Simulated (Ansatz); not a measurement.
# CH₄F₂Ge: up Jacob's ladder to CCSD(T)

The task here is to estimate one member of a computed series from the others.

Method: functionals in def2-TZVPP, the program's frozen cores in correlated methods; program: Ansatz 0.2.0, Gaussian basis.

Plan: LDA (SPW92), PBE-D4, revPBE-D4, BLYP-D4, r2SCAN-D4, B97M-V, PBE0-D4, B3LYP-D4, r2SCANh-D4, r2SCAN0-D4, HSE06-D4, BHLYP-D4, CAM-B3LYP-D4, LC-ωPBE, ωB97X-V, ωB97M-V, B2PLYP, PBE-QIDH; CCSD(T)/def2-SVP; CCSD(T)/def2-TZVPP; MP2/def2-QZVPP; extrapolation to the limit; RPA on PBE.

### Structure used throughout

All runs share one geometry, relaxed beforehand with PBE0-D4 in a triple-zeta def2 set.

SMILES `[CH3][GeH]([F])[F]`, 8 atoms, charge 0, spin multiplicity 1.

Atoms are counted from 1 here; the program's logs count them from 0.

Bond lengths: C1–Ge2 1.922 Å, C1–H5 1.090 Å, C1–H6 1.090 Å, C1–H7 1.090 Å, Ge2–F3 1.731 Å, Ge2–F4 1.731 Å, Ge2–H8 1.531 Å. Angles: Ge2–C1–H5 110.1°, Ge2–C1–H6 110.1°, Ge2–C1–H7 108.9°, H5–C1–H6 109.3°, H5–C1–H7 109.3°, H6–C1–H7 109.3°, C1–Ge2–F3 108.5°, C1–Ge2–F4 108.5°, C1–Ge2–H8 120.4°, F3–Ge2–F4 104.3°, F3–Ge2–H8 107.1°, F4–Ge2–H8 107.1°.

Geometry (Å):

```xyz
8
charge 0, multiplicity 1
C    -0.3275    0.9715   -0.2287
Ge    0.2035   -0.8116    0.2544
F     1.8736   -0.7824    0.7073
F     0.1641   -1.7990   -1.1665
H    -1.3570    0.9709   -0.5880
H    -0.2480    1.6327    0.6347
H     0.3292    1.3333   -1.0201
H    -0.5458   -1.5728    1.3512
```

The first run:

Input file in.yaml:

```yaml
crystal:
  periodic: [false, false, false]
  atoms:
    - {symbol: C, position_ang: [-0.327462, 0.971524, -0.228714]}
    - {symbol: Ge, position_ang: [0.203535, -0.811603, 0.254357]}
    - {symbol: F, position_ang: [1.873615, -0.782381, 0.707266]}
    - {symbol: F, position_ang: [0.164104, -1.798972, -1.166462]}
    - {symbol: H, position_ang: [-1.356995, 0.970942, -0.588012]}
    - {symbol: H, position_ang: [-0.248005, 1.632707, 0.634742]}
    - {symbol: H, position_ang: [0.329246, 1.333317, -1.020127]}
    - {symbol: H, position_ang: [-0.545837, -1.572835, 1.351150]}
basis:
  gaussian: {orbitals: def2-TZVPP}
hamiltonian: {xc: lda}
output: {orbitals: {seedname: orbitals}}
```

Steps of the session up to this table: LDA; PBE-D4 (GGA); revPBE-D4 (GGA); BLYP-D4 (GGA); r2SCAN-D4 (meta-GGA); B97M-V (meta-GGA); PBE0-D4 (hybrid); B3LYP-D4 (hybrid); r2SCANh-D4 (hybrid); r2SCAN0-D4 (hybrid); HSE06-D4 (hybrid); BHLYP-D4 (hybrid); CAM-B3LYP-D4 (range-separated); LC-ωPBE-D4 (range-separated; the results give it without D4); ωB97X-V (range-separated); ωB97M-V (range-separated); B2PLYP (double hybrid); PBE-QIDH (double hybrid).

One table of the session follows, with a row left open; its other results are not shown here.

It belongs to the step «Frontier levels by functional». 

| functional | HOMO (eV) | LUMO (eV) | gap (eV) |
| --- | --- | --- | --- |
| LDA (SPW92) | -8.10 | -0.57 | 7.53 |
| PBE-D4 | -7.96 | -0.29 | 7.67 |
| revPBE-D4 | -7.90 | -0.18 | 7.72 |
| BLYP-D4 | -7.88 | -0.31 | 7.56 |
| r2SCAN-D4 | -8.33 | 0.13 | 8.46 |
| B97M-V | ? | ? | ? |
| PBE0-D4 | -9.45 | 0.65 | 10.11 |
| B3LYP-D4 | -9.23 | 0.33 | 9.57 |
| r2SCANh-D4 | -8.88 | 0.44 | 9.32 |
| r2SCAN0-D4 | -9.69 | 0.89 | 10.58 |
| HSE06-D4 | -9.05 | 0.28 | 9.33 |
| BHLYP-D4 | -10.82 | 1.44 | 12.27 |
| CAM-B3LYP-D4 | -10.86 | 1.59 | 12.45 |
| LC-ωPBE | -12.18 | 2.94 | 15.12 |
| ωB97X-V | -11.84 | 2.75 | 14.59 |
| ωB97M-V | -11.69 | 2.35 | 14.05 |

Q: Estimate the row for B97M-V from the others.

**Answer.** HOMO (eV): -8.44; LUMO (eV): -0.04; gap (eV): 8.39. In the column «HOMO (eV)» it lies between r2SCANh-D4 (-8.88) and r2SCAN-D4 (-8.33).
